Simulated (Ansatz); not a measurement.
# Ta: one crystal by all-electron and frozen-core methods

Does the method matter for Ta? The same cell, functional and mesh are run with full-potential LAPW, PAW with frozen cores and datasets made for this crystal.

This is Ta in the fcc structure; at room conditions it is bcc.

Program: Ansatz 0.2.0. Level of theory: DFT PBEsol, scalar-relativistic. These are calculated values, not measurements.

## 1. The starting structure

It takes space group Fm-3m (No. 225, cubic). The conventional cell has a = 4.220 Å, b = 4.220 Å, c = 4.220 Å, α = 90.00°, β = 90.00°, γ = 90.00°. Around Ta (site symmetry m-3m) lie 12 Ta at 2.98 Å.

As a file:

```cif
data_structure
_symmetry_space_group_name_H-M 'Fm-3m'
_symmetry_Int_Tables_number 225
_cell_length_a 4.2200
_cell_length_b 4.2200
_cell_length_c 4.2200
_cell_angle_alpha 90.000
_cell_angle_beta 90.000
_cell_angle_gamma 90.000
_cell_volume 75.15
loop_
_atom_site_label
_atom_site_type_symbol
_atom_site_symmetry_multiplicity
_atom_site_Wyckoff_symbol
_atom_site_fract_x
_atom_site_fract_y
_atom_site_fract_z
_atom_site_occupancy
Ta1 Ta 4 a 0.00000 0.00000 0.00000 1
```

The file gives the conventional cell by its symmetry; the runs use the cell typed in the input.

The cell comes from a crystallographic database entry that wasn't checked; take it as a given geometry, which may be far from equilibrium.

## 2. Full-potential LAPW

Input file input.yaml:

```yaml
crystal:
  lattice:
    - [0.0, 2.11, 2.11]
    - [2.11, 0.0, 2.11]
    - [2.11, 2.11, 0.0]
  atoms:
    - { symbol: Ta, position: [0.0, 0.0, 0.0] }
kpoints:
  mp_grid: { grid: [17, 17, 17] }
  band_path:
    path:
      - [0.0, 0.0, 0.0]
      - [0.5, 0.0, 0.5]
      - [0.625, 0.25, 0.625]
      - [0.375, 0.375, 0.75]
      - [0.0, 0.0, 0.0]
      - [0.5, 0.5, 0.5]
      - [0.5, 0.25, 0.75]
      - [0.5, 0.0, 0.5]
    npoints: 14
scf:
  occupations: { method: fermi_dirac, width: 0.05 }
hamiltonian:
  xc: pbesol
  pseudopotentials: { kind: all_electron, lapw: { basis_error: 0.001 } }
output:
  forces: true
  stress: true
  eigenvalues: true
  populations: true
  dos: { projected: true, de: 0.2, e_range: [-14, 8] }
```

On the command line:

```console
$ ansatz run input.yaml --threads 1 --pin off --max-ram 3072MiB --backend cpu --events-out ev --progress --plain --runs-dir out
```

Log (excerpt; [...] marks lines left out):

```text
Ta: projections on atomic orbitals take those of the free atom 1s2 2s2 2p6 3s2 3p6 3d10 4s2 4p6 4d10 4f14 5s2 5p6 5d3 6s2, of charge +0.00 (hamiltonian.pseudopotentials.projection_atoms)
LAPW: plane waves up to 7.840 Å⁻¹, error target 1.0e-3 eV per atom; small_component_spin mean_spin; Ta in spheres of 1.492 Å, 37 of its electrons in bands, Dirac shells []
[...]
Pseudopotentials: kind: all_electron
Pseudopotential: Ta, LAPW, valence charge 37, Koelling and Harmon's equation, gaussian nucleus
Functional definition: PBEsol
[...]
Crystal: 1 atoms, lattice volume = 18.788 Å³
Basis set: ecut = 234.16423522681274 eV, 169 PW (Γ), exchange–correlation at level 2
Bands: 23, of which v1, the nominal top of the filled ones, is band 19 counted from 1 (18 counted from 0)
Symmetry: 48 space group operations
Space group: Fm-3m (ITA 225), of the structure as read, at distance tolerance 2.7e-5 Å
k-points: 165 of 4913
[...]
SCF iter   1: F=—  HF=-424443.286581 eV  |F-HF|=—  |Δ(HF+E_count)|=         —  Δρ=2.71e-2  dr2=8.23e-2  ethr=2.21e-4  ⟨swp⟩=3.0  Hψ=23957  notcnv=0
[...]
the basis was enlarged: its passes take 103.0 KiB over the memory plan, 1 of 1 planned eigensolver slots
[...]
SCF iter   8: F=-424443.105995 eV  HF=-424443.105995 eV  |F-HF|=3.21e-8  |Δ(HF+E_count)|=   3.64e-7  Δρ=2.01e-5  dr2=7.35e-8  ethr=4.56e-9  ⟨swp⟩=2.0  Hψ=11186  notcnv=0
[...]
NSCF: frozen V_eff on 99 k-points
SCF converged after 8 iterations
Free energy (F): -424443.105995 eV
[...]
E sigma→0 (E₀):  -424443.101184 eV
Entropy (-TS):   -0.009623 eV (-9.623 meV/atom)
Fermi energy:    23.879487 eV
[...]
--- Forces (eV/Å), atoms counted from 1 ---
  atom   1  Ta     0.00000000    -0.00000000    -0.00000000
[...]
--- Stress (GPa, compression-positive) ---
       -6.019293      -0.000000       0.000000
       -0.000000      -6.019293      -0.000000
        0.000000      -0.000000      -6.019293
  P = ⅓ Tr σ = -6.0193 GPa (-60.193 kbar)
--- Band table (eV; the first three rows and the last of 165) ---
  k-point 0: bands = ["-192.3855", "-192.3855", "-192.3652", "-192.3652", "-192.3652", "-43.6744", "-9.6745", "-9.6745", "-9.6745", "4.5357", "4.5357", "4.5357", "4.5389", "4.5978", "4.5978", "4.5978", "15.7534", "24.3071", "24.3071", "24.3071", "27.2946", "27.2946", "36.0306"]
[...]
--- Löwdin populations: 1 site ---
  site symbol       q [e]
     0     Ta     72.9006
  spilling = 0.001362 (of n_electrons = 73.000000)
```

It took 17 s on 1 thread of Intel Xeon Platinum 8488C (Sapphire Rapids), shared host; peak memory 0.42 GiB.

Read from it: pressure -6.02 GPa; no gap.

At the corners of the path (eV, zero at the Fermi level):

```csv
point,band 15,band 16,band 17,band 18,band 19,band 20,band 21
Γ,-19.28,-19.28,-8.13,0.43,0.43,0.43,3.42
X,-19.32,-19.28,-4.40,-3.35,2.90,5.74,6.46
U,-19.31,-19.28,-3.30,-2.34,0.45,3.36,5.39
K,-19.31,-19.28,-3.30,-2.34,0.45,3.36,5.39
Γ,-19.28,-19.28,-8.13,0.43,0.43,0.43,3.42
L,-19.29,-19.28,-4.62,0.20,0.20,0.70,5.77
W,-19.32,-19.28,-2.76,-1.16,-1.16,1.94,6.48
X,-19.32,-19.28,-4.40,-3.35,2.90,5.74,6.46
```

States per cell, counted by energy window (eV from the Fermi level, on a grid of 0.20 eV):

```csv
from,to,total,Ta 5d,Ta 6s
-9,-8,0.00,0.00,0.00
-8,-7,0.05,0.00,0.04
-7,-6,0.10,0.01,0.09
-6,-5,0.17,0.03,0.13
-5,-4,0.47,0.25,0.21
-4,-3,0.82,0.63,0.17
-3,-2,0.85,0.79,0.05
-2,-1,1.05,0.98,0.03
-1,0,1.39,1.21,0.10
0,1,1.19,1.04,0.08
1,2,0.85,0.80,0.02
2,3,0.97,0.90,0.03
3,4,0.70,0.65,0.02
4,5,0.75,0.70,0.03
```

## 3. PAW with frozen cores

input.yaml: that of step 2 with these lines changed.

```diff
@@ -24,3 +24,3 @@
   xc: pbesol
-  pseudopotentials: { kind: all_electron, lapw: { basis_error: 0.001 } }
+  pseudopotentials: { kind: paw }
 output:
@@ -29,3 +29,9 @@
   eigenvalues: true
+  efg: { contact_densities: true }
   populations: true
+  bader: true
   dos: { projected: true, de: 0.2, e_range: [-14, 8] }
+  write_density: true
+  write_potential: true
+  elf: true
+  volumetric_format: npy
```

On the command line:

```console
$ ansatz run input.yaml --threads 1 --pin off --max-ram 3072MiB --backend cpu --events-out ev --progress --plain --runs-dir out
```

Log (excerpt; [...] marks lines left out):

```text
Ta: output.efg is read without spin–orbit coupling, which moves field gradients at and beside such atoms by some per cent and up to a factor of two; PAW files take it under magnetization.noncollinear and magnetization.spin_orbit
[...]
Pseudopotentials: kind: paw
Pseudopotential: Ta, paw, valence charge 13, recommended cutoff 420 eV (normal)
Functional definition: PBEsol
[...]
Crystal: 1 atoms, lattice volume = 18.788 Å³
Basis set: ecut = 420 eV, 339 PW (Γ), exchange–correlation on 40×40×40 points (8 copies of the dense FFT grid, shifted against one another)
Bands: 11, of which v1, the nominal top of the filled ones, is band 7 counted from 1 (6 counted from 0)
Symmetry: 48 space group operations
Space group: Fm-3m (ITA 225), of the structure as read, at distance tolerance 2.7e-5 Å
k-points: 165 of 4913
[...]
  atom   1  Ta    -0.00000000     0.00000000     0.00000000
[...]
--- Stress (GPa, compression-positive) ---
       -6.029418       0.000000      -0.000000
       -0.000000      -6.029418       0.000000
        0.000000       0.000000      -6.029418
  P = ⅓ Tr σ = -6.0294 GPa (-60.294 kbar)
--- PAW observables at the nuclei: V_zz in 10²¹ V/m², potentials from the cell's mean, atoms counted from 1 ---
  atom   1  Ta V_zz =    +0.000000   η = 0.0000   by run symmetry: forbidden
            electrostatic potential = -14500.329284 V   contact ρ = 8144262.637027 e/Å³
--- Band table (eV; the first three rows and the last of 165) ---
  k-point 0: bands = ["-49.5777", "-15.5764", "-15.5764", "-15.5764", "9.8441", "18.3991", "18.3991", "18.3991", "21.3874", "21.3874", "30.1450"]
[...]
--- Löwdin populations: 1 site ---
  site symbol       q [e]
     0     Ta     12.8913
  spilling = 0.008364 (of n_electrons = 13.000000)
--- Bader charges: 1 site ---
  site symbol  charge [e]  shift [e]
     0     Ta      0.0000     0.0000
  estimated error of the sums over rays = 7.2e-7 e
```

It took 7.3 s on 1 thread of Intel Xeon Platinum 8488C (Sapphire Rapids), shared host; peak memory 0.43 GiB.

In short: pressure -6.03 GPa; no gap.

The fields are shown in the conventional cell of this run's space group, carried over from its grid by interpolation.

Density in a lattice plane of the grid's cell (edges 4.22 and 4.22 Å, at 0.000 of the third edge), which holds Ta.

Ten even steps from ' ' (0.18 e/Å³) to '@' (4.39 e/Å³):
```
%%@@@@##==::                          ::==##@@@@
@@@@%%++--..                          ..--++%%@@
****++--..                              ..--++**
::::....                                  ....::
                                                
                  ....::::::....                
                ..--++******++--..              
              ..--++%%@@@@@@%%++--..            
              ::==##@@@@%%@@@@##==::            
              ::++%%@@%%**%%@@%%++::            
              ::==##@@@@%%@@@@##==::            
              ..--++%%@@@@@@%%++--..            
                ..--++******++--..              
                  ....::::::....                
                                                
::::....                                  ....::
****++--..                              ..--++**
@@@@%%++--..                          ..--++%%@@
%%@@@@##==::                          ::==##@@@@
**%%@@%%++::                          ::++%%@@%%
```
Columns run along the first of these edges and rows up along the second, over one cell in 24 and 20 even steps from the bottom left corner. Atoms in the plane (fractional): Ta at (0.00, 0.00), Ta at (0.50, 0.50).

ELF in the same plane.

Ten even steps from ' ' (0.00) to '@' (0.71):
```
::==%%@@%%++::::--++**######**++--::::++%%@@%%==
##%%@@@@##==::--==++**********++==--::==##@@@@%%
@@@@@@##==--::--==++==========++==--::--==##@@@@
****++==------====----::::::----====------==++**
::::::::----==----::::::::::::::----==----::::::
::::----====------==++******++==------====----::
======++==--::--==##@@@@@@@@@@##==--::--==++====
******++==--::==##@@@@%%##%%@@@@##==::--==++****
####**++--::::++%%@@%%==::==%%@@%%++::::--++**##
####**++--::::++%%@@**..  ..**@@%%++::::--++**##
####**++--::::++%%@@%%==::==%%@@%%++::::--++**##
******++==--::==##@@@@%%##%%@@@@##==::--==++****
======++==--::--==##@@@@@@@@@@##==--::--==++====
::::----====------==++******++==------====----::
::::::::----==----::::::::::::::----==----::::::
****++==------====----::::::----====------==++**
@@@@@@##==--::--==++==========++==--::--==##@@@@
##%%@@@@##==::--==++**********++==--::==##@@@@%%
::==%%@@%%++::::--++**######**++--::::++%%@@%%==
  ..**@@%%++::::--++**######**++--::::++%%@@**..
```
Columns run along the first of these edges and rows up along the second, over one cell in 24 and 20 even steps from the bottom left corner. Atoms in the plane (fractional): Ta at (0.00, 0.00), Ta at (0.50, 0.50).

Both are smooth fields of the valence electrons: close to the nuclei they are not physical.

Outside the cores ELF peaks at 0.67 between the atoms, 1.8 Å from Ta.

## 4. Datasets made for this crystal

input.yaml: that of step 3 with these lines changed.

```diff
@@ -19,3 +19,3 @@
       - [0.5, 0.0, 0.5]
-    npoints: 14
+    npoints: 8
 scf:
@@ -24,3 +24,3 @@
   xc: pbesol
-  pseudopotentials: { kind: paw }
+  pseudopotentials: { kind: all_electron, datasets: crystal }
 output:
@@ -30,8 +30 @@
   efg: { contact_densities: true }
-  populations: true
-  bader: true
-  dos: { projected: true, de: 0.2, e_range: [-14, 8] }
-  write_density: true
-  write_potential: true
-  elf: true
-  volumetric_format: npy
```

On the command line:

```console
$ ansatz run input.yaml --threads 1 --pin off --max-ram 3072MiB --backend cpu --events-out ev --progress --plain --runs-dir out
```

Log (excerpt; [...] marks lines left out):

```text
[...]
Ta: output.efg is read without spin–orbit coupling, which moves field gradients at and beside such atoms by some per cent and up to a factor of two; PAW files take it under magnetization.noncollinear and magnetization.spin_orbit
[...]
Pseudopotentials: kind: all_electron
Pseudopotential: Ta, paw, valence charge 27, recommended cutoff 240 eV (normal), Koelling and Harmon's equation, gaussian nucleus
Functional definition: PBEsol
[...]
Crystal: 1 atoms, lattice volume = 18.788 Å³
Basis set: ecut = 240 eV, 169 PW (Γ), exchange–correlation on 32×32×32 points (8 copies of the dense FFT grid, shifted against one another)
Bands: 11, of which v1, the nominal top of the filled ones, is band 7 counted from 1 (6 counted from 0)
Symmetry: 48 space group operations
Space group: Fm-3m (ITA 225), of the structure as read, at distance tolerance 2.7e-5 Å
k-points: 165 of 4913
[...]
Fermi energy:    23.879461 eV
[...]
  The terms above E_closure are by the made datasets' own strengths, without shells solved beside the bands.
--- Forces (eV/Å), atoms counted from 1 ---
  atom   1  Ta     0.00000000     0.00000000     0.00000000
[...]
--- Stress (GPa, compression-positive) ---
       -6.021433       0.000000       0.000000
        0.000000      -6.021433       0.000000
        0.000000      -0.000000      -6.021433
  P = ⅓ Tr σ = -6.0214 GPa (-60.214 kbar)
  It holds what live shells' own plane waves past their cutoff add
--- PAW observables at the nuclei: V_zz in 10²¹ V/m², potentials from the cell's mean, atoms counted from 1 ---
  atom   1  Ta V_zz =    -0.000000   η = 0.0000   by run symmetry: forbidden
            electrostatic potential = -14497.541165 V   contact ρ = 8140284.102898 e/Å³
--- Band table (eV; the first three rows and the last of 165) ---
  k-point 0: bands = ["-43.6744", "-9.6745", "-9.6745", "-9.6745", "15.7534", "24.3071", "24.3071", "24.3071", "27.2946"]
[...]
```

Run time: 15 s. Hardware: 1 thread of Intel Xeon Platinum 8488C (Sapphire Rapids), shared host; peak memory 0.56 GiB.

In short: pressure -6.02 GPa; no gap.

```csv
atom,contact density (e/Å³)
Ta,8140284
```

## 5. The methods compared

| method | pressure (GPa) | SCF cycles, all passes |
| --- | --- | --- |
| LAPW | -6.02 | 8 |
| PAW | -6.03 | 6 |
| crystal datasets | -6.02 | 7 |

## 6. Results

| quantity | value |
| --- | --- |
| pressure | LAPW -6.02, PAW -6.03, crystal datasets -6.02 GPa |
| gap (LAPW) | none |
| highest ELF (PAW) | 0.67, 1.78 Å from Ta |

In words: At this geometry the cell is under tension of 6.0 GPa, so it would shrink if let go. The count of 37 electrons in bands leaves a band partly filled, so there is no gap. Ta 5d carries the largest share, 91 %, of the projected states within 0.3 eV of the Fermi level. The projection holds only the free atom's occupied shells (Ta 6s, Ta 5d in this range). PAW lies -0.01 GPa from LAPW in pressure. LAPW took about 2.3 times as long as PAW (17 s against 7.3 s, on a shared host and with the outputs that each input asks for). Spin-orbit coupling is left out, though the cell holds Ta; in elements this heavy it can shift bands and gaps by tenths of an eV.
